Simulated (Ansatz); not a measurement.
# C₂H₅GaO: small, medium and large basis sets

Aim: see how fast density functionals converge with the basis set for C₂H₅GaO.

Computed with Ansatz 0.2.0, Gaussian basis. Level: one geometry, several basis sets.

The runs, in order: PBE0-D4/def2-SVP; ωB97M-V/def2-SVP; PBE0-D4/def2-QZVPP; ωB97M-V/def2-QZVPP; the functionals' def2-TZVPP values are taken from earlier runs.

## 1. The geometry

An earlier PBE0-D4 in a triple-zeta def2 set relaxation fixed the geometry.

SMILES `C=C[O][GaH2]`, 9 atoms, charge 0, spin multiplicity 1.

Atoms are counted from 1 here; the program's logs count them from 0.

Bond lengths: C1–C2 1.330 Å, C1–H5 1.085 Å, C1–H6 1.081 Å, C2–O3 1.342 Å, C2–H7 1.090 Å, O3–Ga4 1.803 Å, Ga4–H8 1.554 Å, Ga4–H9 1.557 Å. Angles: C2–C1–H5 122.2°, C2–C1–H6 119.9°, H5–C1–H6 118.0°, C1–C2–O3 126.7°, C1–C2–H7 120.5°, O3–C2–H7 112.8°, C2–O3–Ga4 125.3°, O3–Ga4–H8 111.6°, O3–Ga4–H9 116.5°, H8–Ga4–H9 131.9°.

## 2. PBE0-D4 in def2-SVP

in.yaml reads:

```yaml
crystal:
  periodic: [false, false, false]
  atoms:
    - {symbol: C, position_ang: [0.285091, 1.396043, -0.515334]}
    - {symbol: C, position_ang: [0.937412, 0.237357, -0.510720]}
    - {symbol: O, position_ang: [0.399229, -0.984671, -0.378338]}
    - {symbol: Ga, position_ang: [-0.923201, -1.421457, 0.766339]}
    - {symbol: H, position_ang: [-0.792643, 1.452332, -0.405072]}
    - {symbol: H, position_ang: [0.830592, 2.320942, -0.643259]}
    - {symbol: H, position_ang: [2.017740, 0.210173, -0.652040]}
    - {symbol: H, position_ang: [-1.471641, -2.848414, 0.489378]}
    - {symbol: H, position_ang: [-1.282588, -0.362305, 1.849054]}
basis:
  gaussian: {orbitals: def2-SVP}
hamiltonian: {xc: pbe0, dispersion: d4}
output: {orbitals: {seedname: orbitals}}
```

On the command line:

```sh
$ ansatz run in.yaml --threads 2 --pin off --events-out ev --progress --plain --max-ram 4352MiB
```

Further steps of the session: ωB97M-V in def2-SVP; PBE0-D4 in def2-QZVPP; ωB97M-V in def2-QZVPP.

Before running them: what should the planned runs give, taken together? Wanted: PBE0-D4: double and triple zeta above quadruple; ωB97M-V: double and triple zeta above quadruple.

The runs gave:

| quantity | value |
| --- | --- |
| PBE0-D4: double and triple zeta above quadruple | 12.99, 1.44 eV |
| ωB97M-V: double and triple zeta above quadruple | 13.11, 1.39 eV |

In words: PBE0-D4 gains 11.55 eV from double to triple zeta, then 1.44 eV more. These are total energies; as a rule much of such shifts cancels in differences, which this series doesn't test.
